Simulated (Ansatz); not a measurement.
# CH₅InO (SMILES [CH3][InH][OH]): single points off equilibrium

The task here is to estimate one member of a computed series from the others.

Method: single points in def2-TZVPP; program: Ansatz 0.2.0, Gaussian basis.

Cores are frozen in the correlated methods. Filled d shells of the heavier atoms are correlated. Core potentials replace the inner electrons past krypton, and spin-orbit coupling is left out.

## Where the work starts

SMILES `[CH3][InH][OH]`, 8 atoms, charge 0, spin multiplicity 1.

Atoms are counted from 1 here; the program's logs count them from 0.

Bond lengths: C1–In2 2.252 Å, C1–H4 1.152 Å, C1–H5 1.022 Å, C1–H6 1.023 Å, In2–O3 1.896 Å, In2–H7 1.679 Å, O3–H8 0.914 Å. Angles: In2–C1–H4 104.7°, In2–C1–H5 114.3°, In2–C1–H6 109.0°, H4–C1–H5 104.0°, H4–C1–H6 102.3°, H5–C1–H6 120.4°, C1–In2–O3 109.8°, C1–In2–H7 135.8°, O3–In2–H7 114.4°, In2–O3–H8 127.6°.

Coordinates:

```xyz
8

C    -0.5255    0.6994   -1.1661
In    0.8031   -0.2825    0.3640
O    -0.2158   -0.7498    1.8933
H    -1.3817   -0.0525   -1.3348
H    -0.1001    0.8011   -2.0902
H    -1.0101    1.4878   -0.7300
H     2.4295   -0.6862    0.4640
H     0.0816   -1.1424    2.6634
```

Set-up of the first run:

The input, run/in.yaml:

```yaml
crystal:
  periodic: [false, false, false]
  atoms:
    - {symbol: C, position_ang: [-0.525500, 0.699400, -1.166100]}
    - {symbol: In, position_ang: [0.803100, -0.282500, 0.364000]}
    - {symbol: O, position_ang: [-0.215800, -0.749800, 1.893300]}
    - {symbol: H, position_ang: [-1.381700, -0.052500, -1.334800]}
    - {symbol: H, position_ang: [-0.100100, 0.801100, -2.090200]}
    - {symbol: H, position_ang: [-1.010100, 1.487800, -0.730000]}
    - {symbol: H, position_ang: [2.429500, -0.686200, 0.464000]}
    - {symbol: H, position_ang: [0.081600, -1.142400, 2.663400]}
basis:
  gaussian: {orbitals: def2-TZVPP}
correlation: {method: ccsd_t}
output: {forces: true}
```

The command line of these runs was not kept.

Among the steps run: CCSD(T)/def2-TZVPP; PBE0-D4/def2-TZVPP; wB97M-V/def2-TZVPP; r2SCAN-D4/def2-TZVPP; PBE-D4/def2-TZVPP; HSE06-D4/def2-TZVPP; B97M-V/def2-TZVPP.

One table of the session follows, with a row left open; its other results are not shown here.

```
   method  RMS force component (eV/Å)  angle to CCSD(T) forces (°)  dipole (D)
  CCSD(T)                       1.628                    reference        1.19
  PBE0-D4                       1.617                          1.2        1.14
  wB97M-V                           ?                            ?           ?
r2SCAN-D4                       1.620                          1.3        1.05
   PBE-D4                       1.708                          5.3        0.95
 HSE06-D4                       1.618                          1.1        1.13
   B97M-V                       1.565                          4.1        0.98
```

Q: Estimate the row for wB97M-V from the others.

As computed: RMS force component (eV/Å): 1.612; angle to CCSD(T) forces (°): 1.3; dipole (D): 1.18. In the column «RMS force component (eV/Å)» it lies between B97M-V (1.565) and PBE0-D4 (1.617).
